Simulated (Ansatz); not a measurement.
Ir4W, 5 atoms in the cell. It takes space group R-3m (No. 166, trigonal). The conventional cell has a = 2.756 Å, b = 2.756 Å, c = 33.932 Å, α = 90.00°, β = 90.00°, γ = 120.00°. Ir (site symmetry 3m) has 9 Ir at 2.76 to 2.80 Å and 3 W at 2.76 Å as nearest neighbours. Ir (site symmetry 3m) has 12 Ir at 2.72 to 2.80 Å as nearest neighbours. Around W (site symmetry -3m) lie 6 W at 2.76 Å and 6 Ir at 2.76 Å. The cell comes from a database or a generator and needn't be the stable form of this composition.

| Property | Result |
| --- | --- |
| Program | Ansatz 0.2.0 |
| Task | single point |
| Functional | PBEsol |
| Potentials or basis | PseudoDojo stringent (PBEsol files) |
| Cutoff | 1007 eV |
| Density cutoff | 4027 eV |
| k mesh | 11 × 11 × 11 |
| Occupations | fermi-dirac, width 0.05 eV |
| Spin | no spin polarisation |

Potentials or basis: PseudoDojo stringent (PBEsol files).

The run is started by

```bash
$ ansatz run input.yaml --threads 2 --pin off --max-ram 5632MiB --backend cpu --events-out ev --progress --plain --runs-dir out
```

Hardware: 2 threads of Intel(R) Xeon(R) 6975P-C (Granite Rapids), with other jobs on the host.

Question: Estimate the wall time of this run.

Answer: Run time: 25 s on 2 threads of Intel(R) Xeon(R) 6975P-C (Granite Rapids), on a shared host, peak memory 1.2 GiB. Counts: scf iterations 10, plane waves 5381, k points 146, bands 50.
